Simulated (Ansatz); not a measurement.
# C4H10N2Si: up Jacob's ladder to CCSD(T)

An exercise on one series of results from a longer session: the logs are not shown, and one member is left open.

Program: Ansatz 0.2.0, Gaussian basis. Level of theory: functionals in def2-TZVPP, the program's frozen cores in correlated methods. These are calculated values, not measurements.

The runs, in order: LDA (SPW92), PBE-D4, revPBE-D4, BLYP-D4, r2SCAN-D4, B97M-V, PBE0-D4, B3LYP-D4, r2SCANh-D4, r2SCAN0-D4, HSE06-D4, BHLYP-D4, CAM-B3LYP-D4, LC-ωPBE, ωB97X-V, ωB97M-V, B2PLYP, PBE-QIDH; CCSD(T)/def2-SVP; MP2/def2-TZVPP; MP2/def2-QZVPP; RPA on PBE.

## Structure used throughout

The geometry comes from an earlier relaxation with PBE0-D4 in a triple-zeta def2 set; it is a stationary point, not always the lowest conformer.

SMILES `C=C[Si](N)(N)C=C`, 17 atoms, charge 0, spin multiplicity 1.

Atoms are counted from 1 here; the program's logs count them from 0.

Bond lengths: C1–C2 1.331 Å, C1–H8 1.087 Å, C1–H9 1.087 Å, C2–Si3 1.866 Å, C2–H10 1.090 Å, Si3–N4 1.719 Å, Si3–N5 1.719 Å, Si3–C6 1.866 Å, N4–H11 1.008 Å, N4–H12 1.007 Å, N5–H13 1.007 Å, N5–H14 1.008 Å, C6–C7 1.331 Å, C6–H15 1.091 Å, C7–H16 1.087 Å, C7–H17 1.087 Å. Angles: C2–C1–H8 121.3°, C2–C1–H9 122.4°, H8–C1–H9 116.3°, C1–C2–Si3 124.1°, C1–C2–H10 117.4°, Si3–C2–H10 118.5°, C2–Si3–N4 106.2°, C2–Si3–N5 116.4°, C2–Si3–C6 108.2°, N4–Si3–N5 105.0°, N4–Si3–C6 116.5°, N5–Si3–C6 104.9°, Si3–N4–H11 118.1°, Si3–N4–H12 120.1°, H11–N4–H12 111.0°, Si3–N5–H13 119.3°, Si3–N5–H14 119.7°, H13–N5–H14 111.1° and more.

Coordinates:

```xyz
17
C4H10N2Si
C     1.1245   -1.6393    1.5377
C     0.9883   -0.4349    0.9879
Si   -0.0238   -0.0930   -0.5425
N    -1.0092   -1.4806   -0.7852
N     0.8502    0.0956   -2.0108
C    -0.9151    1.5287   -0.3011
C    -1.0183    2.1617    0.8651
H     0.6198   -2.5087    1.1252
H     1.7481   -1.8144    2.4109
H     1.5372    0.3897    1.4435
H    -1.4844   -1.5758   -1.6687
H    -1.5731   -1.8378   -0.0309
H     1.2053    1.0044   -2.2594
H     1.4747   -0.6335   -2.3175
H    -1.4168    1.9745   -1.1612
H    -0.5529    1.7740    1.7676
H    -1.5736    3.0891    0.9796
```

Set-up of the first run:

Contents of in.yaml:

```yaml
crystal:
  periodic: [false, false, false]
  atoms:
    - {symbol: C, position_ang: [1.124542, -1.639266, 1.537715]}
    - {symbol: C, position_ang: [0.988324, -0.434902, 0.987930]}
    - {symbol: Si, position_ang: [-0.023771, -0.093039, -0.542512]}
    - {symbol: N, position_ang: [-1.009249, -1.480554, -0.785232]}
    - {symbol: N, position_ang: [0.850225, 0.095565, -2.010784]}
    - {symbol: C, position_ang: [-0.915116, 1.528650, -0.301114]}
    - {symbol: C, position_ang: [-1.018281, 2.161652, 0.865101]}
    - {symbol: H, position_ang: [0.619771, -2.508659, 1.125191]}
    - {symbol: H, position_ang: [1.748078, -1.814422, 2.410879]}
    - {symbol: H, position_ang: [1.537188, 0.389652, 1.443515]}
    - {symbol: H, position_ang: [-1.484372, -1.575829, -1.668708]}
    - {symbol: H, position_ang: [-1.573078, -1.837807, -0.030920]}
    - {symbol: H, position_ang: [1.205265, 1.004418, -2.259406]}
    - {symbol: H, position_ang: [1.474666, -0.633494, -2.317543]}
    - {symbol: H, position_ang: [-1.416780, 1.974532, -1.161177]}
    - {symbol: H, position_ang: [-0.552905, 1.773995, 1.767636]}
    - {symbol: H, position_ang: [-1.573607, 3.089108, 0.979630]}
basis:
  gaussian: {orbitals: def2-TZVPP}
hamiltonian: {xc: lda}
output: {orbitals: {seedname: orbitals}}
```

The run is started by

```bash
$ ansatz run in.yaml --threads 8 --pin off --events-out ev --progress --plain --max-ram 20889MiB
```

Steps of the session up to this table: LDA; PBE-D4 (GGA); revPBE-D4 (GGA); BLYP-D4 (GGA); r2SCAN-D4 (meta-GGA); B97M-V (meta-GGA); PBE0-D4 (hybrid); B3LYP-D4 (hybrid); r2SCANh-D4 (hybrid); r2SCAN0-D4 (hybrid); HSE06-D4 (hybrid); BHLYP-D4 (hybrid); CAM-B3LYP-D4 (range-separated); LC-ωPBE (range-separated); ωB97X-V (range-separated); ωB97M-V (range-separated); B2PLYP (double hybrid); PBE-QIDH (double hybrid).

One of the session's tables, all rows but one given; the rest of the session is left out.

It belongs to the step «Frontier levels by functional». 

```
  functional  HOMO (eV)  gap (eV)
 LDA (SPW92)      -5.88      4.31
      PBE-D4      -5.72      4.41
   revPBE-D4      -5.66      4.44
     BLYP-D4      -5.60      4.44
   r2SCAN-D4      -6.00      4.89
      B97M-V      -6.09      5.01
     PBE0-D4      -7.07      6.74
    B3LYP-D4      -6.85      6.29
  r2SCANh-D4          ?         ?
  r2SCAN0-D4      -7.27      7.05
    HSE06-D4      -6.67      5.95
    BHLYP-D4      -8.31      9.05
CAM-B3LYP-D4      -8.48      9.27
     LC-ωPBE      -9.85     11.80
     ωB97X-V      -9.49     11.34
     ωB97M-V      -9.39     11.09
```

**Question.** Estimate the row for r2SCANh-D4.

Worked estimate for «HOMO (eV)». Against the share of exact exchange, r2SCAN-D4 (0, -6.00), r2SCAN0-D4 (0.25, -7.27) give a slope of -5.08 per unit share; at 0.1 the line stands at -6.51.

As computed: HOMO (eV): -6.51; gap (eV): 5.76. In «HOMO (eV)» the line misses by 0.00.
